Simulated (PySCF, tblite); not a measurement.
**2-ethylcyclohexanone: geometry, infrared bands and NMR shifts**

Aim: predict the infrared bands and NMR shifts of 2-ethylcyclohexanone (`CC[C@H]1CCCCC1=O`).

The runs use tblite 0.8.0 and PySCF 2.14.0, with density-fitted response routines of our own; the level of theory stands in each step. All values are computed, except where a source is named. Atoms count from 0, in the outputs and in this text.

## Step 1: The molecule as given

23 atoms, charge 0, multiplicity 1; geometry from: force field or distance geometry start.

Bonds of the start (Å): C0–C1 1.47, C1–C2 1.51, C2–C3 1.50, C3–C4 1.51, C4–C5 1.51, C5–C6 1.48, C6–C7 1.50, C7–O8 1.22, C7–C2 1.46, C0–H9 1.10, C0–H10 1.10, C0–H11 1.13, C1–H12 1.10, C1–H13 1.14, C2–H14 1.14, C3–H15 1.11, C3–H16 1.11, C4–H17 1.11, C4–H18 1.12, C5–H19 1.11, C5–H20 1.12, C6–H21 1.12, C6–H22 1.09.

## Step 2: Geometry optimisation with GFN2-xTB

What the job is given:

```
{"job": {"kind": "relax", "xc": "GFN2-xTB", "basis": "xTB"}, "charge": 0, "multiplicity": 1}
C     -2.969600     0.076500    -0.243700
C     -1.795900    -0.598300     0.340100
C     -0.499300     0.178100     0.332800
C      0.527900    -0.705600     0.968300
C      1.778600     0.132700     1.091100
C      2.369600     0.134100    -0.299900
C      1.450000     0.546500    -1.380600
C      0.002500     0.569900    -0.984300
O     -0.779000     0.929500    -1.855200
H     -2.952100     0.182500    -1.341100
H     -3.191300     1.025900     0.263700
H     -3.856400    -0.605200    -0.056300
H     -1.645200    -1.640200     0.010600
H     -2.023100    -0.717000     1.446900
H     -0.647200     1.088200     0.994800
H      0.776500    -1.506000     0.246700
H      0.200500    -1.133000     1.942800
H      2.482400    -0.261900     1.858800
H      1.474900     1.189300     1.313000
H      2.731800    -0.904100    -0.478500
H      3.287900     0.764500    -0.245800
H      1.697700     1.613700    -1.633500
H      1.574100    -0.060200    -2.280400
```

The run is started by

```
OMP_NUM_THREADS=1 python probes_run.py task.json out
```

One launch serves the whole session: the jobs run in the order shown.

**Question.** This job is followed by: GFN2-xTB harmonic vibrations, gas phase; GIAO PBE0/pcSseg-1 NMR shielding, non-relativistic, gas phase. Predict these results of the whole session: strongest single infrared mode (GFN2-xTB); zero-point energy (GFN2-xTB); ¹³C shifts against TMS (PBE0/pcSseg-1); ¹H shifts against TMS (PBE0/pcSseg-1, means over atoms taken as alike); ¹⁷O shifts against H2O (PBE0/pcSseg-1).

The runs gave:

| quantity | value |
| --- | --- |
| strongest single infrared mode (GFN2-xTB) | 1778 cm⁻¹, 331 km/mol |
| zero-point energy (GFN2-xTB) | 128.4 kcal/mol |
| ¹³C shifts against TMS (PBE0/pcSseg-1) | 217.1, 56.7, 46.9, 41.4, 33.8, 30.7, 28.1, 15.6 ppm |
| ¹H shifts against TMS (PBE0/pcSseg-1, means over atoms taken as alike) | 2.37, 2.26, 2.15, 2.01, 1.97, 1.89, 1.86, 1.69, 1.64, 1.36, 0.96, 0.87 ppm |
| ¹⁷O shifts against H2O (PBE0/pcSseg-1) | 649.5 ppm |

In words: The optimisation took 128 steps and gained 1.006 eV; among the close pairs (by a distance rule), C2–C7 changed most, from 1.463 to 1.517 Å. All 63 modes are real, so the xTB geometry is a minimum. The strongest single mode, at 1778 cm⁻¹, moves mainly C7 and O8. GFN2-xTB is a fitted tight-binding method: band positions and strengths are rough. Its intensities can rank the bands wrongly. The most deshielded carbon is C7 (ketone carbonyl carbon), at 217.1 ppm: the double bond to the heteroatom, with no lone-pair donor beside it, deshields it most. At PBE0/pcSseg-1: Shielding is most anisotropic at O8 (span 1248 ppm, paramagnetic term -714 ppm).
